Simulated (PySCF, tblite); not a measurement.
# C₆H₈BF₃: geometry, infrared bands and NMR shifts

Aim: predict the infrared bands and NMR shifts of C₆H₈BF₃ (`CC(C)[C@@H]1C(F)=C1B(F)F`).

Computed with tblite 0.8.0 and PySCF 2.14.0, with density-fitted response routines of our own, on a single molecule in the gas phase. Atoms count from 0, in the outputs and in this text.

## Step 1: The starting structure

18 atoms, charge 0, multiplicity 1; geometry from: force field or distance geometry start.

Bonds of the start (Å): C0–C1 1.49, C1–C2 1.54, C1–C3 1.48, C3–C4 1.49, C4–F5 1.37, C4–C6 1.34, C6–B7 1.58, B7–F8 1.45, B7–F9 1.45, C6–C3 1.48, C0–H10 1.14, C0–H11 1.12, C0–H12 1.09, C1–H13 1.10, C2–H14 1.11, C2–H15 1.11, C2–H16 1.13, C3–H17 1.11.

## Step 2: Optimising the geometry with GFN2-xTB

Job settings and geometry (Å):

```
{"job": {"kind": "relax", "xc": "GFN2-xTB", "basis": "xTB"}, "charge": 0, "multiplicity": 1}
C     -1.160200    -1.079100    -0.372500
C     -0.996900     0.368400    -0.055900
C     -1.508800     0.594400     1.376700
C      0.373400     0.926800    -0.096700
C      1.046200     0.816500    -1.416000
F      1.021100     1.212200    -2.726600
C      1.585300     0.131600    -0.403600
B      2.774900    -0.834000    -0.036900
F      3.969600    -0.314700     0.605400
F      2.786700    -2.237500    -0.381300
H     -2.207800    -1.367200    -0.028300
H     -1.198600    -1.275700    -1.477600
H     -0.495900    -1.775100     0.130300
H     -1.630700     0.948500    -0.745100
H     -2.463500     0.050100     1.557600
H     -0.738300     0.287400     2.113200
H     -1.702100     1.701200     1.459300
H      0.536800     1.852700     0.486300
```

The run is started by

```sh
OMP_NUM_THREADS=1 python probes_run.py task.json out
```

This one command runs all jobs of the session in turn.

**Question.** This job is followed by: GFN2-xTB harmonic vibrations, gas phase; GIAO PBE0/pcSseg-1 NMR shielding, non-relativistic, gas phase. Predict these results of the whole session: strongest single infrared mode (GFN2-xTB); zero-point energy (GFN2-xTB); 13C shifts against TMS (PBE0/pcSseg-1); 1H shifts against TMS (PBE0/pcSseg-1, means over atoms taken as alike); 19F shifts against CFCl3 (PBE0/pcSseg-1, means over atoms taken as alike); 11B shifts against BF3·OEt2 (PBE0/pcSseg-1).

**Answer**, as computed:

| quantity | value |
| --- | --- |
| strongest single infrared mode (GFN2-xTB) | 1902 cm⁻¹, 488 km/mol |
| zero-point energy (GFN2-xTB) | 82.9 kcal/mol |
| 13C shifts against TMS (PBE0/pcSseg-1) | 190.7, 78.7, 43.1, 32.2, 22.9, 22.1 ppm |
| 1H shifts against TMS (PBE0/pcSseg-1, means over atoms taken as alike) | 2.67, 1.95, 1.14, 0.59 ppm |
| 19F shifts against CFCl3 (PBE0/pcSseg-1, means over atoms taken as alike) | -82.3, -85.3 ppm |
| 11B shifts against BF3·OEt2 (PBE0/pcSseg-1) | 18.7 ppm |

Over 114 steps the energy fell by 1.392 eV; of the close pairs, B7–F8 changed most, 1.452 to 1.320 Å. All 48 modes are real, so the xTB geometry is a minimum. The strongest single mode, at 1902 cm⁻¹, moves mainly C4 and C6. GFN2-xTB is a fitted tight-binding method: band positions and strengths are rough. Its intensities can rank the bands wrongly. At PBE0/pcSseg-1: Shielding is most anisotropic at F5 (span 444 ppm, paramagnetic term -215 ppm).
